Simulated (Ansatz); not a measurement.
# C2H3Cl3OTi: a ladder of functionals and wavefunction methods

One table from this session's results is given with a row withheld; the runs are named, their logs left out.

Program: Ansatz 0.2.0, Gaussian basis. Level of theory: functionals in def2-TZVPP, the program's frozen cores in correlated methods. These are calculated values, not measurements.

Plan: PBE-D4, r2SCAN-D4, PBE0-D4, B3LYP-D4, ωB97X-V, ωB97M-V, B2PLYP; CCSD(T)/def2-TZVPP; MP2/def2-QZVPP; extrapolation to the limit.

**The geometry**

The geometry comes from an earlier relaxation with PBE0-D4 in a triple-zeta def2 set; it is a stationary point, not always the lowest conformer.

10 atoms, charge 0, spin multiplicity 1.

Atoms are counted from 1 here; the program's logs count them from 0.

Bond lengths: C1–C2 1.324 Å, C1–H8 1.081 Å, C1–H9 1.083 Å, C2–O3 1.343 Å, C2–H10 1.086 Å, O3–Ti4 1.740 Å, Ti4–Cl5 2.181 Å, Ti4–Cl6 2.181 Å, Ti4–Cl7 2.183 Å. Angles: C2–C1–H8 119.5°, C2–C1–H9 121.6°, H8–C1–H9 119.0°, C1–C2–O3 123.0°, C1–C2–H10 123.6°, O3–C2–H10 113.4°, C2–O3–Ti4 178.0°, O3–Ti4–Cl5 108.4°, O3–Ti4–Cl6 108.4°, O3–Ti4–Cl7 109.0°, Cl5–Ti4–Cl6 110.0°, Cl5–Ti4–Cl7 110.5°, Cl6–Ti4–Cl7 110.5°.

The first run:

in.yaml

```yaml
crystal:
  periodic: [false, false, false]
  atoms:
    - {symbol: C, position_ang: [-0.694580, -0.701245, -1.869454]}
    - {symbol: C, position_ang: [0.278927, -0.815567, -0.978992]}
    - {symbol: O, position_ang: [0.310657, -0.113278, 0.165099]}
    - {symbol: Ti, position_ang: [0.300101, 0.824521, 1.630200]}
    - {symbol: Cl, position_ang: [0.268905, 2.938084, 1.093169]}
    - {symbol: Cl, position_ang: [-1.494148, 0.314247, 2.760156]}
    - {symbol: Cl, position_ang: [2.090478, 0.356466, 2.787334]}
    - {symbol: H, position_ang: [-0.661990, -1.295392, -2.772061]}
    - {symbol: H, position_ang: [-1.526226, -0.025226, -1.716843]}
    - {symbol: H, position_ang: [1.127865, -1.482610, -1.098588]}
basis:
  gaussian: {orbitals: def2-TZVPP}
hamiltonian: {xc: pbe, dispersion: d4}
output: {forces: true, orbitals: {seedname: orbitals}}
```

Started as:

```sh
> ansatz run in.yaml --threads 2 --pin off --events-out ev --progress --plain --max-ram 22528MiB --backend cuda --devices 0, --max-vram 18GiB
```

Among the steps run: PBE-D4 (GGA); r2SCAN-D4 (meta-GGA); PBE0-D4 (hybrid); B3LYP-D4 (hybrid); ωB97X-V (range-separated); ωB97M-V (range-separated); B2PLYP (double hybrid).

One of the session's tables, all rows but one given; the rest of the session is left out.

It belongs to the step «Frontier levels by functional». 

| functional | HOMO (eV) | LUMO (eV) | gap (eV) |
| --- | --- | --- | --- |
| PBE-D4 | -6.77 | -3.91 | 2.86 |
| r2SCAN-D4 | -6.98 | -3.92 | 3.06 |
| PBE0-D4 | ? | ? | ? |
| B3LYP-D4 | -7.65 | -3.34 | 4.31 |
| ωB97X-V | -10.16 | -1.09 | 9.07 |
| ωB97M-V | -10.04 | -1.05 | 8.99 |

Estimate the missing values for PBE0-D4.

The run gave: HOMO (eV): -7.87; LUMO (eV): -3.13; gap (eV): 4.73. In the column «HOMO (eV)» it lies between ωB97M-V (-10.04) and B3LYP-D4 (-7.65).
